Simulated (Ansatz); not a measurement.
Run this with the Python package of Ansatz (0.2.0) and show what comes out.

Contents of `ch6b2brn.xyz`:
```text
11

C    -0.84070    0.85240   -1.33170
B    -0.36790   -0.29660   -0.43430
B     0.60560   -0.00540    0.85130
N     1.20480   -1.15150    1.72160
Br    1.20940    1.85250    1.29250
H    -1.53860    0.50830   -2.14820
H    -1.44710    1.61200   -0.72160
H     0.01120    1.44240   -1.80820
H    -0.68430   -1.38600   -0.63680
H     1.63420   -1.82780    1.11970
H     0.27860   -1.65750    2.11640
```

The script, `ch6b2brn.py`:
```python
"""Cost of removing each kind of hydrogen from CH6B2BrN, fragments frozen."""

import ansatz as az


def energy(molecule, charge=0, unpaired=0):
    calc = (
        molecule.calculation()
        .basis(gaussian="6-31G*")
        .functional("CAM-B3LYP")
    )
    if charge:
        calc = calc.charge(charge)
    if unpaired:
        calc = calc.spin("collinear", total=unpaired)
    return calc.run(threads=1, pin="off").report["free_energy_ev"]

def without(molecule, index):
    rest = az.Crystal.molecule()
    for i, site in enumerate(molecule.cartesian_sites):
        if i != index:
            rest = rest.atom(site.symbol, site.position_ang)
    return rest

geometry = az.Crystal.molecule_from_extxyz("ch6b2brn.xyz")

whole = energy(geometry, 0)
hydrogen = energy(az.Crystal.molecule().atom("H", (0, 0, 0)), 0, 1)
print(f"E(molecule) = {whole:.5f} eV, E(H) = {hydrogen:.5f} eV")
for index in [7, 8, 10]:
    radical = energy(without(geometry, index), 0, 1)
    print(f"H{index}: homolysis {96.485332 * (radical + hydrogen - whole):.1f} kJ/mol")
    anion = energy(without(geometry, index), -1)
    print(f"H{index}: loss of a proton {96.485332 * (anion - whole):.1f} kJ/mol")
```

```console
$ python ch6b2brn.py
E(molecule) = -74016.22337 eV, E(H) = -13.51936 eV
H7: homolysis 462.7 kJ/mol
H7: loss of a proton 1593.0 kJ/mol
H8: homolysis 450.2 kJ/mol
H8: loss of a proton 1755.9 kJ/mol
H10: homolysis 387.7 kJ/mol
H10: loss of a proton 1551.5 kJ/mol
```

Caveats:
- Total energies depend on the basis set; only differences at equal settings carry meaning.
- The geometry is a force-field or estimated start, not a minimum of this method, and the basis set is short of its limit. All parts are taken at fixed geometry, without zero-point energy.
- The spin-orbit lowering of heavy atoms is left out.
- Anions want diffuse functions, which this basis lacks.
- Hardware and time: 58 s on 1 thread of Arm Neoverse V2, with other jobs on the host, peak memory 0.44 GiB.

(Lines on the test bed's own set-up are left out of the output.)
